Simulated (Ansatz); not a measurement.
# CoTePb2O6: the cost of one run

Program: Ansatz 0.2.0. Level of theory: reference: DFT PBEsol, plane waves, PAW, scalar-relativistic, no spin polarisation. These are calculated values, not measurements.

**1. The starting structure**

It takes space group I4/mmm (No. 139, tetragonal). The conventional cell has a = 5.631 Å, b = 5.631 Å, c = 7.961 Å, α = 90.00°, β = 90.00°, γ = 90.00°. Pb (site symmetry -4m2) is surrounded by 12 O at 2.82 Å. Co (site symmetry 4/mmm) is surrounded by 6 O at 2.07 to 2.08 Å. Te (site symmetry 4/mmm) has 6 O at 1.90 to 1.91 Å as nearest neighbours. O (site symmetry m2m) has 1 Te at 1.90 Å and 1 Co at 2.08 Å as nearest neighbours. O (site symmetry 4mm) is surrounded by 1 Te at 1.91 Å and 1 Co at 2.07 Å.

Coordinates:

```cif
data_structure
_symmetry_space_group_name_H-M 'P 1'
_symmetry_Int_Tables_number 1
_cell_length_a 5.6301
_cell_length_b 5.6301
_cell_length_c 5.6301
_cell_angle_alpha 119.990
_cell_angle_beta 119.990
_cell_angle_gamma 90.017
_cell_volume 126.21
loop_
_atom_site_label
_atom_site_type_symbol
_atom_site_fract_x
_atom_site_fract_y
_atom_site_fract_z
_atom_site_occupancy
Pb1 Pb 0.25000 0.75000 0.50000 1
Pb2 Pb 0.75000 0.25000 0.50000 1
Co1 Co 0.00000 0.00000 0.00000 1
Te1 Te 0.50000 0.50000 0.00000 1
O1 O 0.26145 0.26145 0.52290 1
O2 O 0.26145 0.73855 0.00000 1
O3 O 0.73855 0.73855 0.47710 1
O4 O 0.73855 0.26145 0.00000 1
O5 O 0.25960 0.25960 0.00000 1
O6 O 0.74040 0.74040 0.00000 1
```

**2. The reference run**

input.yaml reads:

```yaml
crystal:
  lattice:
    - [-2.815482, 2.815482, 3.980497]
    - [2.815482, -2.815482, 3.980497]
    - [2.815482, 2.815482, -3.980497]
  atoms:
    - { symbol: Pb, position: [0.25, 0.75, 0.5] }
    - { symbol: Pb, position: [0.75, 0.25, 0.5] }
    - { symbol: Co, position: [0.0, 0.0, 0.0] }
    - { symbol: Te, position: [0.5, 0.5, 0.0] }
    - { symbol: O, position: [0.26145, 0.26145, 0.5229] }
    - { symbol: O, position: [0.26145, 0.73855, 0.0] }
    - { symbol: O, position: [0.73855, 0.73855, 0.4771] }
    - { symbol: O, position: [0.73855, 0.26145, 0.0] }
    - { symbol: O, position: [0.2596, 0.2596, 0.0] }
    - { symbol: O, position: [0.7404, 0.7404, 0.0] }
  symmetry: { tolerance: 0.0003 }
kpoints:
  mp_grid: { grid: [5, 5, 5], shift: [0, 0, 0] }
magnetization:
  spin_polarized: false
scf:
  occupations: { method: fermi_dirac }
hamiltonian:
  pseudopotentials: { kind: paw }
  xc: pbesol
basis:
  ecutwfc: 420
output:
  forces: true
  stress: true
  eigenvalues: true
```

Run with:

```sh
ansatz run input.yaml --threads 1 --pin off --max-ram 2560MiB --backend cpu --events-out ev --progress --plain --runs-dir out
```

**Question.** How long does this run take on 1 thread of Intel Xeon Platinum 8488C (Sapphire Rapids), shared host, and how much memory does it need?

About 7.9 s, with a peak of 0.53 GiB.
